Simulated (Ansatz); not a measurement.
**AlClGeH₄: a ladder of functionals and wavefunction methods**

Aim: compute AlClGeH₄ with functionals from several rungs and with coupled cluster. The yardstick is the atomisation energy at the CCSD(T) limit.

The runs use Ansatz 0.2.0, Gaussian basis; functionals in def2-TZVPP, the program's frozen cores in correlated methods.

Plan: LDA (SPW92), PBE-D4, revPBE-D4, BLYP-D4, r2SCAN-D4, B97M-V, PBE0-D4, B3LYP-D4, r2SCANh-D4, r2SCAN0-D4, HSE06-D4, BHLYP-D4, CAM-B3LYP-D4, LC-ωPBE, ωB97X-V, ωB97M-V, B2PLYP, PBE-QIDH; CCSD(T)/def2-SVP; CCSD(T)/def2-TZVPP; MP2/def2-QZVPP; extrapolation to the limit; RPA on PBE.

### 1 The relaxed structure

All runs share one geometry, relaxed beforehand with PBE0-D4 in a triple-zeta def2 set.

7 atoms, charge 0, spin multiplicity 1.

Atoms are counted from 1 here; the program's logs count them from 0.

Bond lengths: Al1–Ge2 2.464 Å, Al1–Cl3 2.343 Å, Al1–H4 1.578 Å, Al1–H5 1.578 Å, Ge2–Cl3 2.389 Å, Ge2–H6 1.546 Å, Ge2–H7 1.546 Å. Angles: Ge2–Al1–Cl3 59.5°, Ge2–Al1–H4 115.3°, Ge2–Al1–H5 115.3°, Cl3–Al1–H4 109.4°, Cl3–Al1–H5 109.4°, H4–Al1–H5 126.8°, Al1–Ge2–Cl3 57.7°, Al1–Ge2–H6 125.8°, Al1–Ge2–H7 125.8°, Cl3–Ge2–H6 99.9°, Cl3–Ge2–H7 99.9°, H6–Ge2–H7 105.2°, Al1–Cl3–Ge2 62.7°.

### 2 LDA

This LDA is Slater exchange with PW92 correlation.

Contents of in.yaml:

```yaml
crystal:
  periodic: [false, false, false]
  atoms:
    - {symbol: Al, position_ang: [-1.065946, 0.200046, -0.753757]}
    - {symbol: Ge, position_ang: [1.183360, 0.136895, 0.249782]}
    - {symbol: Cl, position_ang: [-0.675916, -1.013055, 1.212701]}
    - {symbol: H, position_ang: [-1.299695, -0.802513, -1.950324]}
    - {symbol: H, position_ang: [-1.919783, 1.484168, -0.416818]}
    - {symbol: H, position_ang: [2.189277, -1.031362, 0.139290]}
    - {symbol: H, position_ang: [1.649902, 0.957822, 1.473427]}
basis:
  gaussian: {orbitals: def2-TZVPP}
hamiltonian: {xc: lda}
output: {orbitals: {seedname: orbitals}}
```

Further steps of the session: PBE-D4 (GGA); revPBE-D4 (GGA); BLYP-D4 (GGA); r2SCAN-D4 (meta-GGA); B97M-V (meta-GGA); PBE0-D4 (hybrid); B3LYP-D4 (hybrid); r2SCANh-D4 (hybrid); r2SCAN0-D4 (hybrid); HSE06-D4 (hybrid); BHLYP-D4 (hybrid); CAM-B3LYP-D4 (range-separated); LC-ωPBE (range-separated); ωB97X-V (range-separated); ωB97M-V (range-separated); B2PLYP (double hybrid); PBE-QIDH (double hybrid); CCSD(T) in def2-SVP; CCSD(T) in def2-TZVPP; MP2 in def2-QZVPP; RPA on PBE orbitals.

**Question.** What will the summary of the whole plan be? Wanted: atomisation energy, CCSD(T)/CBS; farthest beyond LDA; mean size of error, GGA; mean size of error, meta-GGA; mean size of error, hybrid; mean size of error, range-separated; mean size of error, double hybrid; gap, smallest and largest; T1 diagnostic.

As calculated:

| quantity | value |
| --- | --- |
| atomisation energy, CCSD(T)/CBS | 1768.7 kJ/mol |
| functionals within 17.7 kJ/mol (1.0 %) | r2SCAN-D4, r2SCANh-D4, r2SCAN0-D4, ωB97X-V, ωB97M-V |
| farthest beyond LDA | revPBE-D4 (-62.9 kJ/mol) |
| mean size of error, GGA | 48.5 kJ/mol |
| mean size of error, meta-GGA | 22.2 kJ/mol |
| mean size of error, hybrid | 28.9 kJ/mol |
| mean size of error, range-separated | 21.5 kJ/mol |
| mean size of error, double hybrid | 40.5 kJ/mol |
| gap, smallest and largest | 3.92 eV (LDA (SPW92)), 10.59 eV (LC-ωPBE) |
| T1 diagnostic | 0.0114 |
| triples share of the correlation energy | 3.7 % |

The LDA atomisation energy is off by 191.9 kJ/mol (11 %): it overbinds. PBE-D4 misses by -31.5 kJ/mol. Double hybrids carry the basis error of their MP2 part in triple zeta, and no dispersion term here, so their miss is partly the set-up's. By mean error the best rung here is range-separated (21.5 kJ/mol) and the worst beyond LDA is GGA (48.5 kJ/mol). The gap between the best rungs is small, so their order is not settled. Misses under about 17.7 kJ/mol are within the doubt on the reference itself, which lacks core-valence correlation, relativity and higher excitations, and its outer-core shells are covered unevenly. Hartree-Fock recovers 74 % of the binding; the rest is correlation. CCSD(T) in def2-SVP is off by -127.8 kJ/mol, worse than the median functional, from the basis alone. The gap grows from 3.9 to 10.6 eV across the functionals, mostly with the share of exact exchange. Correlated methods include outer-core shells of Ge, which these sets cover unevenly.
